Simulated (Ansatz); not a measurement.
# Scandium, simple cubic under r²SCAN: ground state and equation of state

What does r²SCAN give for scandium in the simple cubic structure? We relax it, solve it on a dense k-mesh, then scale the cell to 7 volumes from 88 to 112 % of the relaxed one and try a fit of the equation of state. The start is ferromagnetic. The k-meshes are 10×10×10 for the relaxation; 17×17×17 for the dense run; 17×17×17 for the volumes.

This is Sc in the simple cubic structure; at room conditions it is hcp.

Program: Ansatz 0.2.0. Level of theory: DFT r2SCAN, plane waves (500 eV) with PAW, scalar-relativistic; PBE-made PAW files. These are calculated values, not measurements.

### 1 Starting point

It takes space group Pm-3m (No. 221, cubic). The conventional cell has a = 3.000 Å, b = 3.000 Å, c = 3.000 Å, α = 90.00°, β = 90.00°, γ = 90.00°. Around Sc (site symmetry m-3m) lie 6 Sc at 3.00 Å.

As a file:

```
CELL_PARAMETERS angstrom
3.00008 0.00000 0.00000
0.00000 3.00008 0.00000
0.00000 0.00000 3.00008
ATOMIC_POSITIONS crystal
Sc 0.00000 0.00000 0.00000
```

The atoms start with moments of +1 μB.

### 2 Geometry optimisation

File input.yaml:

```yaml
crystal:
  lattice:
    - [3.0000848774, 0.0, 0.0]
    - [0.0, 3.0000848774, 0.0]
    - [0.0, 0.0, 3.0000848774]
  atoms:
    - { symbol: Sc, position: [0.0, 0.0, 0.0], spin: 1.0 }
hamiltonian:
  xc: r2scan
  pseudopotentials:
    kind: paw
    azcp:
      Sc: "pseudopotentials/Sc.paw.azcp"
basis:
  ecutwfc: 500
  fft_grid_basis: typed
kpoints:
  mp_grid: { grid: [10, 10, 10], shift: [0, 0, 0] }
magnetization:
  spin_polarized: true
scf:
  occupations: { method: fermi_dirac, width: 0.05 }
relax:
  max_steps: 60
  f_tol: 0.01
  cell: {}
```

After this run come: Dense single point; Equation of state: 88 %; Equation of state: 92 %; Equation of state: 96 %; Equation of state: 100 %; Equation of state: 104 %; Equation of state: 108 %; Equation of state: 112 %.

Before running it: what results should come out? Wanted: space group; conventional cell; volume; shortest distance; gap on the mesh; magnetic state; V₀, B₀, B₀′.

The runs gave:

| quantity | value |
| --- | --- |
| space group (spins left aside) | Pm-3m (No. 221) |
| conventional cell | a = 2.972 Å |
| volume | 26.260 Å³/atom |
| shortest distance | 2.972 Å |
| gap on the mesh | none (levels filled in part) |
| magnetic state | ferromagnetic, up to 0.67 μB per atom |
| V₀, B₀, B₀′ | 26.320 Å³/atom, 36 GPa, 3.1 |

What this shows: The relaxation shrank the cell by 2.7 % in volume. It ends ferromagnetic, with up to 0.67 μB per atom. No gap shows: it is a metal or semimetal at this level. B₀ comes out at 36 GPa. Relaxation kept the symmetry; phonons were not checked.
